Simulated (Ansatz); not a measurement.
CaHN, space group I4mm, an equation of state with a fit

Program: Ansatz's Python interface.

Typed at the interpreter:
```pycon
>>> import ansatz
>>> import numpy as np
>>> from scipy.optimize import curve_fit
>>> XC = "LDA"
>>> SMEARING = "fixed"
>>> CUTOFF_EV = 500
>>> KGRID = (8, 8, 8)
>>> VECTORS = np.array([
...     [-1.76404, 1.76404, 2.83903],
...     [1.76404, -1.76404, 2.83903],
...     [1.76404, 1.76404, -2.83903],
... ])
>>> SITES = [
...     ("Ca", (0.05172, 0.05172, 0.0)),
...     ("H", (0.63994, 0.63994, 0.0)),
...     ("N", (0.45835, 0.45835, 0.0)),
... ]
>>> def on_lattice(cell):
...     crystal = ansatz.Crystal(lattice=ansatz.Lattice.of(cell))
...     for symbol, position in SITES:
...         crystal = crystal.atom(symbol, position)
...     return crystal
...
>>> def vinet(v, e0, v0, b0, b1):
...     eta = (v / v0) ** (1 / 3)
...     return e0 + 2 * b0 * v0 / (b1 - 1) ** 2 * (2 - (5 + 3 * b1 * (eta - 1) - 3 * eta) * np.exp(-1.5 * (b1 - 1) * (eta - 1)))
...
>>> # uniform scaling of the cell
>>> volumes, energies = [], []
>>> for scale in np.linspace(0.88, 1.12, 7):
...     cell = VECTORS * scale ** (1 / 3)
...     setup = (
...         on_lattice(cell).calculation()
...         .functional(XC)
...         .occupations(SMEARING)
...         .basis(CUTOFF_EV)
...         .kpoints(*KGRID)
...     )
...     rep = setup.run(threads=1, backend="cpu").report
...     volumes.append(abs(np.linalg.det(cell)) / len(SITES))
...     energies.append(rep["free_energy_ev"] / len(SITES))
...     print(f"V = {volumes[-1]:8.4f} A^3/atom  F = {energies[-1]:.5f} eV/atom")
...
V =  10.3659 A^3/atom  F = -721.54770 eV/atom
V =  10.8371 A^3/atom  F = -721.56533 eV/atom
V =  11.3083 A^3/atom  F = -721.56838 eV/atom
V =  11.7795 A^3/atom  F = -721.55959 eV/atom
V =  12.2506 A^3/atom  F = -721.54118 eV/atom
V =  12.7218 A^3/atom  F = -721.51496 eV/atom
V =  13.1930 A^3/atom  F = -721.48238 eV/atom
>>> guess = (min(energies), volumes[int(np.argmin(energies))], 0.5, 4.5)
>>> (e0, v0, b0, b1), _ = curve_fit(vinet, np.array(volumes), np.array(energies), p0=guess, maxfev=20000)
>>> print(f"Vinet fit: V0 = {v0:.4f} A^3/atom, B0 = {160.21766 * b0:.1f} GPa, B1 = {b1:.2f}")
Vinet fit: V0 = 11.1815 A^3/atom, B0 = 100.7 GPa, B1 = 3.88
>>> print("largest residual", round(1000 * float(np.abs(vinet(np.array(volumes), e0, v0, b0, b1) - energies).max()), 3), "meV/atom")
largest residual 0.01 meV/atom
```

A third-order Birch-Murnaghan fit through the 7 points (the script's own form differs a little) has its minimum at 11.18 Å³ an atom, 5.1 % below the typed cell, with a bulk modulus of 101 GPa and dB/dP = 3.9. From that minimum the energy rises by 21.1 meV an atom on the compressed side and 86.4 meV on the expanded side.

Caveats:
- Absolute energies stand on the zero of these potentials, so only differences at equal settings mean something.
- Shape and fractional positions are held along the curve, so the bulk modulus is an upper value where they are free to relax, by a factor of two or more in layered or hydrogen-bonded cells.
- The structure comes from a database of computed cells and needn't be a stable or known phase.
- Wall time of the script: 33 s on 1 thread of AMD EPYC 7R43 64-Core Processor (Zen 3) (shared host), peak memory 0.44 GiB.
